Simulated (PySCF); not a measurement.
**MgH₂Cl₂O, a complex of two parts: interaction energy**

What interaction energy should one expect for `[Cl][Mg][Cl]` with `O`?

Computed with PySCF 2.14.0; each step states its level. No surroundings beyond the atoms listed, unless a continuum is named. Atoms count from 0, parts from 1.

## Step 1: Starting point

6 atoms, charge 0, multiplicity 1; geometry: GFN2-xTB. Parts: 1 = atoms 0–2, `[Cl][Mg][Cl]`, charge 0; 2 = atoms 3–5, `O`, charge 0.

## Step 2: Optimising the geometry at PBE0-D3(BJ)/def2-SVPD

What the job is given:

```
{"job": {"xc": "PBE0", "basis": "def2-SVPD", "d3": "d3bj", "grid": 2, "kind": "geom", "shake": 0.01}, "charge": 0, "multiplicity": 1, "parts": [{"atoms": "0-2", "charge": 0, "multiplicity": 1}, {"atoms": "3-5", "charge": 0, "multiplicity": 1}]}
Cl     1.720773    -1.313920    -0.019997
Mg     0.225913     0.286752    -0.044931
Cl    -1.858803     0.596468    -0.585230
O      0.170740     0.831317     2.030556
H     -0.688172     1.133925     2.418400
H      0.649679     0.374013     2.703696
```

On the command line:

```console
$ OMP_NUM_THREADS=1 python cluster_run.py task.json out
```

This one command runs all jobs of the session in turn.

**Question.** The jobs that follow are: CCSD(T)/aug-cc-pVDZ and MP2/aug-cc-pVTZ counterpoise interaction energy, frozen core, gas phase. Predict: rotational constants (main isotopes); interaction energy, CCSD(T) limit estimate; MP2/aug-cc-pVTZ; T1 diagnostic.

The runs gave:

```
                                  quantity                 value
      rotational constants (main isotopes)  5.40, 1.50, 1.18 GHz
interaction energy, CCSD(T) limit estimate       -27.15 kcal/mol
                           MP2/aug-cc-pVTZ       -27.04 kcal/mol
                             T1 diagnostic                0.0083
```

**Reading.** Over 11 steps the energy fell by 0.258 eV; of the bonds of the start, Mg1–O3 changed most, 2.146 to 2.034 Å. No frequency check was run at this level, so the end point may be a saddle. The interaction energy leaves out the deformation of the parts, 3.30 kcal/mol; with it the binding is about -23.85 kcal/mol. The estimate adds CCSD(T) less MP2 in the small basis (+0.26 kcal/mol) to extrapolated MP2. Hartree-Fock gives -27.47 against -27.15 kcal/mol, so correlation weakens the interaction of the frozen parts.
